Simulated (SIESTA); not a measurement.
An input for SIESTA 5.4.2 (Sb):

File Sb.fdf:

```
SystemName                      Sb
SystemLabel                     Sb
NumberOfSpecies                 1
NumberOfAtoms                   6
%block ChemicalSpeciesLabel
  1  51 Sb
%endblock ChemicalSpeciesLabel

LatticeConstant                 1.0 Ang
%block LatticeVectors
     3.3690001795     0.0000000000     0.0000000000
    -1.6845000897     2.9176397408     0.0000000000
     0.0000000000     0.0000000000    28.3250000000
%endblock LatticeVectors
AtomicCoordinatesFormat         Ang
%block AtomicCoordinatesAndAtomicSpecies
     1.6845000897     0.9725465805     7.5000000000  1
     0.0000000000     1.9450931604    10.1650000000  1
     1.6845000897     0.9725465805    12.8300000000  1
     0.0000000000     1.9450931604    15.4950000000  1
     1.6845000897     0.9725465805    18.1600000000  1
     0.0000000000     1.9450931604    20.8250000000  1
%endblock AtomicCoordinatesAndAtomicSpecies

%block kgrid.MonkhorstPack
    7   0   0  0.0
    0   7   0  0.0
    0   0   1  0.0
%endblock kgrid.MonkhorstPack
%block XC.Mix
  2
  MGGA LIBXC-00-MGGA_X_SCAN 1.0 0.0
  MGGA LIBXC-00-MGGA_C_SCAN 0.0 1.0
%endblock XC.Mix
PAO.BasisSize                   SZ
PAO.EnergyShift                 0.0075 Ry
Mesh.Cutoff                     500 Ry
Spin                            spin-orbit
%block DM.InitSpin
    1   0.440   143.49   -74.05
    2   0.040    76.95    55.49
    3   0.290   109.31    21.41
    4   0.260   129.40   122.19
    5   0.180    77.51    44.77
    6   0.230   131.31   -79.34
%endblock DM.InitSpin
WriteOrbMom                     true
OccupationFunction              FD
ElectronicTemperature           0.05 eV
Slab.DipoleCorrection           vacuum
MaxSCFIterations                200
SCF.MustConverge                false
SCF.Mixer.Method                Pulay
SCF.Mixer.Weight                0.1
SCF.Mixer.History               10
SCF.DM.Tolerance                5.0e-05
SCF.H.Tolerance                 1.0e-03 eV
WriteForces                     true
Charge.Mulliken                 end
Charge.Hirshfeld                end
Charge.Voronoi                  end
Charge.Mulliken.Format          2
```

Potentials or basis: PseudoDojo 0.4 standard (PBE files, fully relativistic), SZ (energy shift 0.0075 Ry).

Command:

```bash
$ siesta < Sb.fdf > Sb.out 2>&1
```

Does this run start?

The run stopped without a result. It printed:

Sb.out:

```text
Version         : 5.4.2

                           ***********************
                           *  WELCOME TO SIESTA  *
                           ***********************

 NOTE: Siesta V5 introduces some new defaults for basis-set generation
 NOTE: which might lead to slightly different numerical results.
 NOTE: Please see the manual for full details and compatibility measures.

[... 79 lines left out ...]
xc:
xc: Number     Functional     Authors     Weight(Ex)   Weight(Ec)
xc:    1   MGGA                  LIBXC-00-MGGA_X_SCAN   1.000        0.000
xc:    2   MGGA                  LIBXC-00-MGGA_C_SCAN   0.000        1.000
xc:
Unsupported Libxc family or functional
Stopping Program from Node:    0
Unsupported Libxc family or functional
Stopping Program from Node:    0

Program received signal SIGABRT: Process abort signal.

Backtrace for this error:
```
